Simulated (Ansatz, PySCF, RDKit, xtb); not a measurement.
# C3H4ClNSSi: ranking a sample of isomers

Which of a sample of isomers of C3H4ClNSSi is the most stable in the gas at 298.15 K, and what are its properties? The sample is small against all isomers, and the most stable one of this formula need not be in it.

The funnel: GFN2-xTB relaxations, single points with a density functional, relaxations at PBE-D3(BJ)/def2-SVP, harmonic vibrations (at GFN2-xTB), and a last energy at a higher level. All values are calculated.

### 1 Candidates

Isomers were taken from a list of plausible structures; this is a sample, not all of them. That gives 6 candidates.

```
label             SMILES     spin
 c267  [SiH3]c1cnc(Cl)s1  singlet
 c420  [SiH3]c1nc(Cl)cs1  singlet
 c605    [SiH3]c1scnc1Cl  singlet
 c638    [SiH3]c1ncsc1Cl  singlet
 c653  [SiH3]c1ncc(Cl)s1  singlet
 c785  [SiH3]c1csc(Cl)n1  singlet
```

Candidates are built by distance geometry, with a force field where one applies, in up to four conformers (letters a to d).

### 2 Cheap relaxation of all starts

All 6 starts are relaxed the same way. One of them, c785a (taken from a list of positional isomers, embedded by distance geometry and MMFF94), in full:

Contents of start.xyz:

```xyz
11
c785a
C     -0.325037     0.934713     1.166051
C     -1.191525     0.750874     2.245532
C     -1.112152     2.977246     1.407512
Cl    -1.275433     4.664986     1.149709
N     -0.302179     2.266692     0.671079
S     -1.940249     2.208069     2.692711
Si     0.701241    -0.415988     0.389289
H      0.429772    -1.727017     1.107413
H      2.179420    -0.145628     0.510694
H      0.331973    -0.667299    -1.028027
H     -1.393529    -0.155001     2.774606
```

On the command line:

```bash
$ xtb start.xyz --gfn 2 --opt
```

Output, cut to the lines that bear on the results:

```text
* xtb version 6.7.1
[...]
          :  # basis functions                  50          :
[...]
          :  # electrons                        38          :
[...]
          :  Hamiltonian                  GFN2-xTB          :
[...]
          :  net charge                          0          :
          :  unpaired electrons                  0          :
[...]
   *** convergence criteria satisfied after 16 iterations ***
[...]
   *** GEOMETRY OPTIMIZATION CONVERGED AFTER 8 ITERATIONS ***
[...]
   *** convergence criteria satisfied after 3 iterations ***
[...]
         ::                     SUMMARY                     ::
         :::::::::::::::::::::::::::::::::::::::::::::::::::::
         :: total energy             -20.900679353571 Eh    ::
         :: gradient norm              0.000644008703 Eh/a0 ::
         :: HOMO-LUMO gap              3.495176799486 eV    ::
         ::.................................................::
         :: SCC energy               -21.096994667096 Eh    ::
         :: -> isotropic ES            0.022876999490 Eh    ::
         :: -> anisotropic ES          0.001881931878 Eh    ::
         :: -> anisotropic XC          0.008799569424 Eh    ::
         :: -> dispersion             -0.011086779737 Eh    ::
         :: repulsion energy           0.196315313525 Eh    ::
         :: add. restraining           0.000000000000 Eh    ::
         :: total charge               0.000000000000 e     ::
         :::::::::::::::::::::::::::::::::::::::::::::::::::::
[...]
        19        2.0000           -0.4020084             -10.9392 (HOMO)
        20                         -0.2735630              -7.4440 (LUMO)
[...]
     #   Z          covCN         q      C6AA      α(0)
     1   6 C        3.097    -0.039    28.843     8.802
     2   6 C        2.937    -0.034    28.848     8.809
     3   6 C        2.942     0.189    23.970     8.030
     4  17 Cl       1.027    -0.112   102.654    15.501
     5   7 N        2.009    -0.241    27.092     7.720
     6  16 S        2.319    -0.025   142.105    20.064
     7  14 Si       3.655     0.447    98.801    19.055
     8   1 H        0.918    -0.091     5.257     3.586
     9   1 H        0.919    -0.072     4.676     3.382
    10   1 H        0.919    -0.072     4.683     3.385
    11   1 H        0.927     0.051     2.305     2.374
[...]
     #   Z sym  total        # sym  WBO       # sym  WBO       # sym  WBO
 ---------------------------------------------------------------------------
     1   6 C    3.930 --     2 C    1.637     5 N    1.230     7 Si   0.846
     2   6 C    3.942 --     1 C    1.637     6 S    1.184    11 H    0.971
     3   6 C    3.911 --     5 N    1.630     6 S    1.112     4 Cl   1.025
     4  17 Cl   1.201 --     3 C    1.025
     5   7 N    3.136 --     3 C    1.630     1 C    1.230     6 S    0.166
     6  16 S    2.660 --     2 C    1.184     3 C    1.112     5 N    0.166
     7  14 Si   3.609 --     8 H    0.900     9 H    0.900    10 H    0.900
                             1 C    0.846
     8   1 H    0.991 --     7 Si   0.900
     9   1 H    0.995 --     7 Si   0.900
    10   1 H    0.995 --     7 Si   0.900
    11   1 H    0.997 --     2 C    0.971
 ---------------------------------------------------------------------------
[...]
molecular dipole:
                 x           y           z       tot (Debye)
 q only:        0.260      -1.131       0.050
   full:        0.060      -0.747       0.163       1.950
molecular quadrupole (traceless):
[...]
          | TOTAL ENERGY              -20.900679353571 Eh   |
          | GRADIENT NORM               0.000644008703 Eh/α |
          | HOMO-LUMO GAP               3.495176799486 eV   |
           -------------------------------------------------
[...]
```

It took 0.12 s on 2 threads of Intel Xeon 6975P-C (Granite Rapids), shared host.

### 3 What the search left

6 of the 6 relaxations converged. 6 distinct structures remain:

```csv
label,start,SMILES after,spin,energy (kcal/mol)
c605a,drawn,[SiH3]c1scnc1Cl,singlet,0.0
c420a,drawn,[SiH3]c1nc(Cl)cs1,singlet,0.9
c267a,drawn,[SiH3]c1cnc(Cl)s1,singlet,1.8
c785a,drawn,[SiH3]c1csc(Cl)n1,singlet,2.1
c638a,drawn,[SiH3]c1ncsc1Cl,singlet,2.3
c653a,drawn,[SiH3]c1ncc(Cl)s1,singlet,3.3
```

### 4 Screening with a density functional

A choice of the minima (the low ones first, few conformers of a pattern, up to a cap) and the lowest that fell apart get a single point at r2SCAN-D4/def2-SVP on the tight-binding geometry, and one at HF/STO-3G for comparison. The lowest singlets are also tried as triplets at the same geometry (label ending in t). The first, c605a:

Contents of input.yaml:

```yaml
basis:
  gaussian:
    orbitals: def2-SVP
crystal:
  periodic: [false, false, false]
  atoms:
    - {symbol: C, position_ang: [-0.382022, 0.991716, 1.017914]}
    - {symbol: C, position_ang: [-0.202805, 2.774492, 2.667004]}
    - {symbol: C, position_ang: [-0.124502, 0.635305, 2.313411]}
    - {symbol: Cl, position_ang: [0.077988, -0.972858, 2.841236]}
    - {symbol: N, position_ang: [-0.026671, 1.631396, 3.221163]}
    - {symbol: S, position_ang: [-0.507926, 2.717620, 0.964041]}
    - {symbol: Si, position_ang: [-0.590935, -0.057857, -0.528133]}
    - {symbol: H, position_ang: [-0.413134, -1.454119, -0.152473]}
    - {symbol: H, position_ang: [-1.934287, 0.205300, -1.045935]}
    - {symbol: H, position_ang: [0.421568, 0.385999, -1.487219]}
    - {symbol: H, position_ang: [-0.169234, 3.703539, 3.198794]}
hamiltonian:
  xc: r2scan
  dispersion: d4
scf:
  lower_state_search: "off"
output: {orbitals: {seedname: orbitals}}
```

On the command line:

```bash
$ ansatz run input.yaml --threads 2 --pin off --max-ram 5220MiB --events-out events.jsonl --progress --plain --runs-dir runs
```

Output, cut to the lines that bear on the results:

```text
Warning: RAYON_NUM_THREADS=2 ignored (pool sized by the plan → 2); use --threads N
Functional definition: r2SCAN
  name "r2SCAN"
[...]
1474 factors; their error is unknown
[...]
mean field -35883.18338333 eV, -1318.6826668421 hartree, gradient 6.3e-6 eV, S^2 0.000000; 0 other end points of the search recorded, 0 dependent functions left out
reference -35883.18339271 eV, -1318.6826671870 hartree; 38, 38 occupied and 92, 92 virtual orbitals, 1474 factors
Total energy: -35883.28478240 eV, -1318.6863931893 hartree
Checks for a lower state left out: stability, starts, cluster_reference, orbital_swaps, neighbouring_geometries, increment
```

It took 2.6 s on 2 threads of Intel Xeon 6975P-C (Granite Rapids), shared host; peak memory 0.19 GiB.

Relative energies in kcal/mol, each column from its lowest structure that stays in one piece:

```
 label             SMILES     spin  GFN2-xTB  HF/STO-3G  r2SCAN-D4/def2-SVP
 c605a    [SiH3]c1scnc1Cl  singlet       0.0        0.0                 0.0
 c267a  [SiH3]c1cnc(Cl)s1  singlet       1.8        1.5                 0.5
 c420a  [SiH3]c1nc(Cl)cs1  singlet       0.9        0.4                 2.7
 c785a  [SiH3]c1csc(Cl)n1  singlet       2.1        1.9                 3.4
 c653a  [SiH3]c1ncc(Cl)s1  singlet       3.3        3.0                 5.6
 c638a    [SiH3]c1ncsc1Cl  singlet       2.3        2.9                 6.0
c605at    [SiH3]c1scnc1Cl  triplet         –          –                79.3
c267at  [SiH3]c1cnc(Cl)s1  triplet         –          –                80.7
c420at  [SiH3]c1nc(Cl)cs1  triplet         –          –                81.3
```

### 5 Relaxing the best candidates

6 candidates are relaxed at PBE-D3(BJ)/def2-SVP (chosen among the lowest in one piece). The first, c605a:

Changes to input.yaml since step 4:

```diff
@@ -1,4 +1 @@
-basis:
-  gaussian:
-    orbitals: def2-SVP
 crystal:
@@ -10,3 +7,3 @@
     - {symbol: Cl, position_ang: [0.077988, -0.972858, 2.841236]}
-    - {symbol: N, position_ang: [-0.026671, 1.631396, 3.221163]}
+    - {symbol: "N", position_ang: [-0.026671, 1.631396, 3.221163]}
     - {symbol: S, position_ang: [-0.507926, 2.717620, 0.964041]}
@@ -17,7 +14,11 @@
     - {symbol: H, position_ang: [-0.169234, 3.703539, 3.198794]}
+basis:
+  gaussian:
+    orbitals: def2-SVP
 hamiltonian:
-  xc: r2scan
-  dispersion: d4
+  xc: {name: PBE}
+  dispersion: d3bj
 scf:
-  lower_state_search: "off"
-output: {orbitals: {seedname: orbitals}}
+  lower_state_search: off
+relax:
+  f_tol: 0.006
```

On the command line:

```bash
$ ansatz run input.yaml --threads 2 --pin off --max-ram 5220MiB --events-out events.jsonl --progress --plain --runs-dir runs
```

Output, cut to the lines that bear on the results:

```text
Warning: RAYON_NUM_THREADS=2 ignored (pool sized by the plan → 2); use --threads N
[...]
Functional definition: PBE
  name "PBE"
[...]
1474 factors; their error is unknown
[...]
mean field -35868.49619596 eV, -1318.1429226615 hartree, gradient 1.0e-6 eV, S^2 0.000000; 0 other end points of the search recorded, 0 dependent functions left out
[...]
reference -35868.49623101 eV, -1318.1429239498 hartree; 38, 38 occupied and 92, 92 virtual orbitals, 1474 factors
relax step   1: F+E_penalty+E_count = -35868.88070065 eV  Δ(F+E_penalty+E_count) = +0.000e0 eV  max|allowed force component| = 1.293e0 eV/Å  Δτ_max = 0.0000 Å  (21 SCF iters, accepted)
[...]
relax step   6: F+E_penalty+E_count = -35869.01851172 eV  Δ(F+E_penalty+E_count) = -2.060e-4 eV  max|allowed force component| = 1.207e-2 eV/Å  Δτ_max = 0.0184 Å  (24 SCF iters, accepted)
[...]
Atom 2 at    -0.447016     0.677530     2.335365 Å, force    -0.000057    -0.001078     0.000334 eV/Å
Atom 3 at    -0.802488    -0.946974     2.827839 Å, force     0.000168     0.001025     0.000099 eV/Å
Atom 4 at    -0.275682     1.645574     3.276590 Å, force    -0.000378     0.000840    -0.000590 eV/Å
Atom 5 at     0.028564     2.737040     0.947973 Å, force     0.000232     0.001739    -0.000525 eV/Å
Atom 6 at    -0.508323    -0.064739    -0.517826 Å, force    -0.000673    -0.000595    -0.001216 eV/Å
Atom 7 at     0.511372    -1.166586    -0.478172 Å, force    -0.000027     0.000717    -0.000212 eV/Å
Atom 8 at    -1.885623    -0.662022    -0.560037 Å, force     0.000473     0.000312     0.000001 eV/Å
Atom 9 at    -0.288621     0.781755    -1.739358 Å, force     0.000079    -0.000277     0.000291 eV/Å
Atom 10 at     0.161477     3.732423     3.232186 Å, force    -0.000033    -0.000109    -0.000214 eV/Å
Dipole moment:     0.067874     0.281979    -0.272716 e Å
Checks for a lower state left out: stability, starts, cluster_reference, orbital_swaps, neighbouring_geometries, increment
```

Wall time 34 s (2 threads of Intel Xeon 6975P-C (Granite Rapids), shared host); peak memory 0.19 GiB.

Energy change by step (eV): 0.0000, -0.1242, -0.1369, -0.1370, -0.1376, -0.1378, -0.1380, -0.1359, -0.1394, -0.1402, -0.1422, -0.1469, -0.1524, -0.1651, -0.1713, -0.1749, -0.1776, -0.1786, -0.1790, -0.1790, -0.1791, -0.1791.

After the run. Bond lengths: C1–C3 1.394 Å, C3–Cl4 1.734 Å, C2–N5 1.312 Å, C3–N5 1.361 Å, C1–S6 1.739 Å, C2–S6 1.745 Å, C1–Si7 1.878 Å, Si7–H8 1.502 Å, Si7–H9 1.502 Å, Si7–H10 1.502 Å, C2–H11 1.100 Å. Some angles: C1–C3–Cl4 122.1°, C1–C3–N5 118.2°, Cl4–C3–N5 119.7°, C3–C1–S6 107.1°, C3–C1–Si7 128.0°, S6–C1–Si7 124.9°, C2–N5–C3 109.7°, N5–C2–S6 115.1°, C1–S6–C2 89.9°, N5–C2–H11 124.1°.

### 6 After refinement

```
label     spin  r2SCAN-D4/def2-SVP (kcal/mol)  PBE-D3(BJ)/def2-SVP, relaxed (kcal/mol)   time
c605a  singlet                            0.0                                      0.0   34 s
c267a  singlet                            0.5                                      1.4   16 s
c420a  singlet                            2.7                                      2.8   40 s
c785a  singlet                            3.4                                      3.9  9.6 s
c653a  singlet                            5.6                                      5.6   37 s
c638a  singlet                            6.0                                      6.3   11 s
```

c605a: Bond lengths: C1–C3 1.394 Å, C3–Cl4 1.734 Å, C2–N5 1.312 Å, C3–N5 1.361 Å, C1–S6 1.739 Å, C2–S6 1.745 Å, C1–Si7 1.878 Å, Si7–H8 1.502 Å, Si7–H9 1.502 Å, Si7–H10 1.502 Å, C2–H11 1.100 Å. Some angles: C1–C3–Cl4 122.1°, C1–C3–N5 118.2°, Cl4–C3–N5 119.7°, C3–C1–S6 107.1°, C3–C1–Si7 128.0°, S6–C1–Si7 124.9°, C2–N5–C3 109.7°, N5–C2–S6 115.1°, C1–S6–C2 89.9°, N5–C2–H11 124.1°.

c267a: Bond lengths: C1–C2 1.391 Å, C3–Cl4 1.719 Å, C2–N5 1.370 Å, C3–N5 1.303 Å, C1–S6 1.745 Å, C3–S6 1.759 Å, C1–Si7 1.876 Å, Si7–H8 1.503 Å, Si7–H9 1.502 Å, Si7–H10 1.503 Å, C2–H11 1.100 Å. Some angles: C1–C2–N5 117.3°, C2–C1–S6 108.1°, C2–C1–Si7 127.7°, S6–C1–Si7 124.1°, Cl4–C3–N5 124.5°, Cl4–C3–S6 120.2°, N5–C3–S6 115.3°, C2–N5–C3 110.2°, C1–S6–C3 89.1°, C1–C2–H11 123.7°.

c420a: Bond lengths: C2–C3 1.388 Å, C2–Cl4 1.731 Å, C1–N5 1.320 Å, C2–N5 1.360 Å, C1–S6 1.767 Å, C3–S6 1.723 Å, C1–Si7 1.888 Å, Si7–H8 1.501 Å, Si7–H9 1.501 Å, Si7–H10 1.503 Å, C3–H11 1.095 Å. Some angles: C2–C3–S6 109.1°, C3–C2–Cl4 123.4°, C3–C2–N5 116.6°, Cl4–C2–N5 120.0°, C1–N5–C2 111.3°, N5–C1–S6 113.4°, N5–C1–Si7 123.9°, S6–C1–Si7 122.7°, C1–S6–C3 89.7°, C2–C3–H11 128.2°.

c785a: Bond lengths: C1–C2 1.386 Å, C3–Cl4 1.721 Å, C1–N5 1.387 Å, C3–N5 1.299 Å, C2–S6 1.734 Å, C3–S6 1.764 Å, C1–Si7 1.887 Å, Si7–H8 1.504 Å, Si7–H9 1.502 Å, Si7–H10 1.502 Å, C2–H11 1.097 Å. Some angles: C1–C2–S6 110.7°, C2–C1–N5 114.6°, C2–C1–Si7 125.8°, N5–C1–Si7 119.6°, Cl4–C3–N5 124.7°, Cl4–C3–S6 119.7°, N5–C3–S6 115.6°, C1–N5–C3 111.0°, C2–S6–C3 88.0°, C1–C2–H11 128.4°.

### 7 Are they minima? Harmonic frequencies

The lowest few in one piece go on as finalists. In this search the thermal terms come from GFN2-xTB at its own nearest minimum. The first, c605a:

Contents of start.xyz:

```xyz
11
c605a
C     -0.328236     1.035481     0.993541
C     -0.017385     2.791050     2.691701
C     -0.447016     0.677530     2.335365
Cl    -0.802488    -0.946974     2.827839
N     -0.275682     1.645574     3.276590
S      0.028564     2.737040     0.947973
Si    -0.508323    -0.064739    -0.517826
H      0.511372    -1.166586    -0.478172
H     -1.885623    -0.662022    -0.560037
H     -0.288621     0.781755    -1.739358
H      0.161477     3.732423     3.232186
```

On the command line:

```bash
$ xtb start.xyz --gfn 2 --ohess tight
```

Output, cut to the lines that bear on the results:

```text
* xtb version 6.7.1
[...]
          :  # basis functions                  50          :
[...]
          :  # electrons                        38          :
[...]
          :  Hamiltonian                  GFN2-xTB          :
[...]
          :  net charge                          0          :
          :  unpaired electrons                  0          :
[...]
   *** convergence criteria satisfied after 16 iterations ***
[...]
   *** GEOMETRY OPTIMIZATION CONVERGED AFTER 7 ITERATIONS ***
[...]
   *** convergence criteria satisfied after 3 iterations ***
[...]
         ::                     SUMMARY                     ::
         :::::::::::::::::::::::::::::::::::::::::::::::::::::
         :: total energy             -20.904604080071 Eh    ::
         :: gradient norm              0.000113232612 Eh/a0 ::
         :: HOMO-LUMO gap              3.260345075356 eV    ::
         ::.................................................::
         :: SCC energy               -21.100711409104 Eh    ::
         :: -> isotropic ES            0.022739688878 Eh    ::
         :: -> anisotropic ES          0.002843582994 Eh    ::
         :: -> anisotropic XC          0.008489070447 Eh    ::
         :: -> dispersion             -0.011678833837 Eh    ::
         :: repulsion energy           0.196107329033 Eh    ::
         :: add. restraining           0.000000000000 Eh    ::
         :: total charge               0.000000000000 e     ::
         :::::::::::::::::::::::::::::::::::::::::::::::::::::
[...]
        19        2.0000           -0.3996055             -10.8738 (HOMO)
        20                         -0.2797902              -7.6135 (LUMO)
[...]
molecular dipole:
                 x           y           z       tot (Debye)
 q only:        0.099       0.309      -1.043
   full:        0.092       0.315      -0.788       2.168
molecular quadrupole (traceless):
[...]
          | TOTAL ENERGY              -20.904604080219 Eh   |
          | TOTAL ENTHALPY            -20.837158648220 Eh   |
          | TOTAL FREE ENERGY         -20.879923309415 Eh   |
          | GRADIENT NORM               0.000116312384 Eh/α |
[...]
```

Run time: 0.32 s. Hardware: 2 threads of Intel Xeon 6975P-C (Granite Rapids), shared host.

### 8 Thermal terms of the finalists

As xtb prints them, at 298.15 K, with its own treatment of low modes:

| label | SMILES | spin | lowest mode (cm⁻¹) | zero-point (kcal/mol) | G − E (kcal/mol) |
| --- | --- | --- | --- | --- | --- |
| c605a | [SiH3]c1scnc1Cl | singlet | 67 | 36.7 | 15.5 |
| c267a | [SiH3]c1cnc(Cl)s1 | singlet | 64 | 36.6 | 15.5 |
| c420a | [SiH3]c1nc(Cl)cs1 | singlet | 26i | 36.3 | 15.8 |
| c785a | [SiH3]c1csc(Cl)n1 | singlet | 49 | 36.4 | 15.2 |
| c653a | [SiH3]c1ncc(Cl)s1 | singlet | 42i | 36.4 | 15.9 |
| c638a | [SiH3]c1ncsc1Cl | singlet | 64 | 36.5 | 15.3 |

c420a, c653a keep an imaginary mode, a small one that points to a nearly free motion; the harmonic terms are rough for it.

### 9 Last filter: a higher level

Each finalist gets a single point at CCSD(T)/def2-SVP + MP2/def2-TZVPP - MP2/def2-SVP.

c605a, CCSD(T)/def2-SVP:

Contents of input.yaml:

```yaml
crystal:
  periodic: [false, false, false]
  atoms:
    - {symbol: C, position_ang: [-0.328236, 1.035481, 0.993541]}
    - {symbol: C, position_ang: [-0.017385, 2.791050, 2.691701]}
    - {symbol: C, position_ang: [-0.447016, 0.677530, 2.335365]}
    - {symbol: Cl, position_ang: [-0.802488, -0.946974, 2.827839]}
    - {symbol: "N", position_ang: [-0.275682, 1.645574, 3.276590]}
    - {symbol: S, position_ang: [0.028564, 2.737040, 0.947973]}
    - {symbol: Si, position_ang: [-0.508323, -0.064739, -0.517826]}
    - {symbol: H, position_ang: [0.511372, -1.166586, -0.478172]}
    - {symbol: H, position_ang: [-1.885623, -0.662022, -0.560037]}
    - {symbol: H, position_ang: [-0.288621, 0.781755, -1.739358]}
    - {symbol: H, position_ang: [0.161477, 3.732423, 3.232186]}
basis:
  gaussian: {orbitals: def2-SVP}
correlation: {method: ccsd_t, frozen_orbitals: {S: 5, Si: 5, "N": 1, H: 0, C: 1, Cl: 5}}
```

On the command line:

```bash
$ ansatz run input.yaml --threads 2 --pin off --max-ram 5220MiB --events-out events.jsonl --progress --plain --runs-dir runs
```

Output, cut to the lines that bear on the results:

```text
Warning: RAYON_NUM_THREADS=2 ignored (pool sized by the plan → 2); use --threads N
Functional definition: HF
  name "HF"
[...]
1273 factors; integrals over basis functions are off by at most 1.4e-3 eV
[...]
mean field -35805.34359882 eV, -1315.8221075231 hartree, gradient 1.9e-6 eV, S^2 0.000000; 0 other end points of the search recorded, 0 dependent functions left out; unrestricted orbitals would lower it
19 core orbitals not correlated: weight in the atoms' cores, before any rotation towards them, 1.000 or more for the frozen orbitals, at most 0.000 for the correlated occupied ones
reference -35805.34359882 eV, -1315.8221075231 hartree; 19, 19 occupied and 92, 92 virtual orbitals, 1273 factors
second order -25.05268017 eV of doubles, -0.00000000 eV of singles
cycle   1  -25.32380998 eV  change   -2.7e-1 eV  update   1.4e-1
[...]
cycle  10  -26.32253370 eV  change    3.2e-5 eV  update   2.3e-5
perturbative correction -1.12784432 eV, -0.0414475142 hartree
Total energy: -35832.79397685 eV, -1316.8308903089 hartree
```

Run time: 9.3 s. Hardware: 2 threads of Intel Xeon 6975P-C (Granite Rapids), shared host; peak memory 0.79 GiB.

[end of part 1 of 2]
